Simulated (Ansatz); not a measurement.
**CH7BFNSi: a ladder of functionals and wavefunction methods**

One table from this session's results is given with a row withheld; the runs are named, their logs left out.

Program: Ansatz 0.2.0, Gaussian basis. Level of theory: functionals in def2-TZVPP, the program's frozen cores in correlated methods. These are calculated values, not measurements.

Levels to be run: LDA (SPW92), PBE-D4, revPBE-D4, BLYP-D4, r2SCAN-D4, B97M-V, PBE0-D4, B3LYP-D4, r2SCANh-D4, r2SCAN0-D4, HSE06-D4, BHLYP-D4, CAM-B3LYP-D4, LC-ωPBE, ωB97X-V, ωB97M-V, B2PLYP, PBE-QIDH; CCSD(T)/def2-SVP; CCSD(T)/def2-TZVPP; MP2/def2-QZVPP; extrapolation to the limit; RPA on PBE.

## The geometry

All runs share one geometry, relaxed beforehand with PBE0-D4 in a triple-zeta def2 set.

SMILES `BC[SiH](N)F`, 12 atoms, charge 0, spin multiplicity 1.

Atoms are counted from 1 here; the program's logs count them from 0.

Bond lengths: B1–C2 1.537 Å, B1–H6 1.198 Å, B1–H7 1.196 Å, C2–Si3 1.871 Å, C2–H8 1.095 Å, C2–H9 1.096 Å, Si3–N4 1.698 Å, Si3–F5 1.607 Å, Si3–H10 1.479 Å, N4–H11 1.007 Å, N4–H12 1.007 Å. Angles: C2–B1–H6 120.2°, C2–B1–H7 121.1°, H6–B1–H7 118.6°, B1–C2–Si3 109.9°, B1–C2–H8 114.1°, B1–C2–H9 113.8°, Si3–C2–H8 105.4°, Si3–C2–H9 102.7°, H8–C2–H9 110.0°, C2–Si3–N4 109.3°, C2–Si3–F5 107.0°, C2–Si3–H10 113.8°, N4–Si3–F5 113.4°, N4–Si3–H10 107.6°, F5–Si3–H10 105.7°, Si3–N4–H11 121.0°, Si3–N4–H12 122.1°, H11–N4–H12 111.6°.

Set-up of the first run:

Input file in.yaml:

```yaml
crystal:
  periodic: [false, false, false]
  atoms:
    - {symbol: B, position_ang: [-0.482358, 1.755947, 1.017905]}
    - {symbol: C, position_ang: [-0.680276, 0.267480, 0.689408]}
    - {symbol: Si, position_ang: [0.667103, -0.312357, -0.471883]}
    - {symbol: N, position_ang: [0.323677, -1.894114, -0.984405]}
    - {symbol: F, position_ang: [0.738439, 0.748924, -1.676835]}
    - {symbol: H, position_ang: [0.290514, 2.088109, 1.871492]}
    - {symbol: H, position_ang: [-1.055376, 2.606357, 0.402127]}
    - {symbol: H, position_ang: [-1.622324, 0.043406, 0.177160]}
    - {symbol: H, position_ang: [-0.555760, -0.395445, 1.553051]}
    - {symbol: H, position_ang: [2.015994, -0.320652, 0.135437]}
    - {symbol: H, position_ang: [1.035877, -2.468436, -1.404484]}
    - {symbol: H, position_ang: [-0.598509, -2.174320, -1.274973]}
basis:
  gaussian: {orbitals: def2-TZVPP}
hamiltonian: {xc: lda}
output: {orbitals: {seedname: orbitals}}
```

Started as:

```
ansatz run in.yaml --threads 4 --pin off --events-out ev --progress --plain --max-ram 10444MiB
```

Among the steps run: LDA; PBE-D4 (GGA); revPBE-D4 (GGA); BLYP-D4 (GGA); r2SCAN-D4 (meta-GGA); B97M-V (meta-GGA); B3LYP-D4 (hybrid); r2SCANh-D4 (hybrid); r2SCAN0-D4 (hybrid); HSE06-D4 (hybrid); BHLYP-D4 (hybrid); CAM-B3LYP-D4 (range-separated); LC-ωPBE (range-separated); ωB97X-V (range-separated); ωB97M-V (range-separated); B2PLYP (double hybrid); PBE-QIDH (double hybrid).

One table of the session follows, with a row left open; its other results are not shown here.

It belongs to the step «Frontier levels by functional». 

| functional | HOMO (eV) | gap (eV) |
| --- | --- | --- |
| LDA (SPW92) | -6.83 | 4.32 |
| PBE-D4 | -6.63 | 4.42 |
| revPBE-D4 | -6.56 | 4.47 |
| BLYP-D4 | -6.50 | 4.44 |
| r2SCAN-D4 | -6.93 | 5.11 |
| B97M-V | -7.04 | 5.10 |
| PBE0-D4 | -8.10 | 6.89 |
| B3LYP-D4 | -7.84 | 6.40 |
| r2SCANh-D4 | -7.49 | 6.00 |
| r2SCAN0-D4 | -8.32 | 7.33 |
| HSE06-D4 | -7.69 | 6.09 |
| BHLYP-D4 | -9.48 | 9.30 |
| CAM-B3LYP-D4 | ? | ? |
| LC-ωPBE | -11.02 | 12.10 |
| ωB97X-V | -10.61 | 11.59 |
| ωB97M-V | -10.53 | 11.24 |

Q: Estimate the row for CAM-B3LYP-D4 from the others.

**Answer.** HOMO (eV): -9.57; gap (eV): 9.44. In the column «HOMO (eV)» it lies between ωB97M-V (-10.53) and BHLYP-D4 (-9.48).
